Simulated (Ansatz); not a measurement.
# BGeH3 (singlet): from Hartree-Fock to the top rungs, cc-pVDZ

An exercise on one series of results from a longer session: the logs are not shown, and one member is left open.

The runs use Ansatz 0.2.0, Gaussian basis; cc-pVDZ, core rule «outside noble gas», up to 15 orbitals frozen.

Plan: UHF; CCSD(T) on RHF; CCSD(T) on UHF; BCCD(T) on RHF; CISD; CCSDT(Q) on RHF; CCSDT(Q) on UHF.

23 further runs of the same task are left out: 1 for a mislabelled method, 2 for a known fault of the program, 8 that didn't finish, 12 set aside as unsound or not needed.

### What is computed

The geometry is a PBE0/def2-TZVP stationary point (not a proven minimum) of the parent state, kept for this charge and spin. No spin-orbit coupling is included. The filled d shell of Ge may be among the frozen orbitals whatever the setting's name suggests; the logs give the count.

5 atoms, charge 0, spin multiplicity 1.

Atoms are counted from 1 here; the program's logs count them from 0.

Bond lengths: Ge1–B2 2.042 Å, Ge1–H3 1.540 Å, Ge1–H4 1.541 Å, Ge1–H5 1.540 Å. Angles: B2–Ge1–H3 113.2°, B2–Ge1–H4 102.7°, B2–Ge1–H5 113.2°, H3–Ge1–H4 109.4°, H3–Ge1–H5 108.8°, H4–Ge1–H5 109.4°.

Set-up of the first run:

in.yaml

```yaml
crystal:
  periodic: [false, false, false]
  atoms:
    - {symbol: Ge, position_ang: [-0.001461, 0.000000, 0.237148]}
    - {symbol: B, position_ang: [0.029551, 0.000003, -1.804248]}
    - {symbol: H, position_ang: [0.648910, 1.252233, 0.854533]}
    - {symbol: H, position_ang: [-1.509666, -0.000094, 0.552300]}
    - {symbol: H, position_ang: [0.649065, -1.252153, 0.854532]}
basis:
  gaussian: {orbitals: cc-pVDZ}
magnetization: {spin_polarized: true, initial_magnetization: 0}
hamiltonian: {xc: hf}
output: {orbitals: {seedname: orbitals}}
```

Command:

```
> ansatz run in.yaml --threads 1 --pin off --events-out ev --progress --plain --max-ram 2393MiB
```

Steps of the session up to this table: UHF; CCSD(T) on RHF; CCSD(T) on UHF; BCCD(T) on RHF; CISD; CCSDT(Q) on RHF; CCSDT(Q) on UHF.

One table of the session follows, with a row left open; its other results are not shown here.

```
   method  from RCCSDT(Q) (meV)
      RHF               +5667.9
      UHF               +5323.6
     RMP2               +1488.9
     UMP2                     ?
     CISD                +677.2
    RCCSD                +181.0
    UCCSD                +192.6
 RCCSD(T)                 +39.5
 UCCSD(T)                 +49.1
  BCCD(T)                 +38.5
   RCCSDT                  +7.3
   UCCSDT                  +9.2
RCCSDT(Q)                     0
UCCSDT(Q)                  +0.3
```

**Question.** Estimate the row for UMP2.

The run gave: from RCCSDT(Q) (meV): +1528.0. In the column «from RCCSDT(Q) (meV)» it lies between RMP2 (+1488.9) and UHF (+5323.6).

Limits of these values: The determinant is far from a pure spin state, so its energy mixes those of several spin states (harmless only where they are near-degenerate, as at dissociation). Restricted and unrestricted rows rest on different reference determinants; where their highest levels disagree by more than a few hundredths of an eV, they describe different states and don't form one ladder.
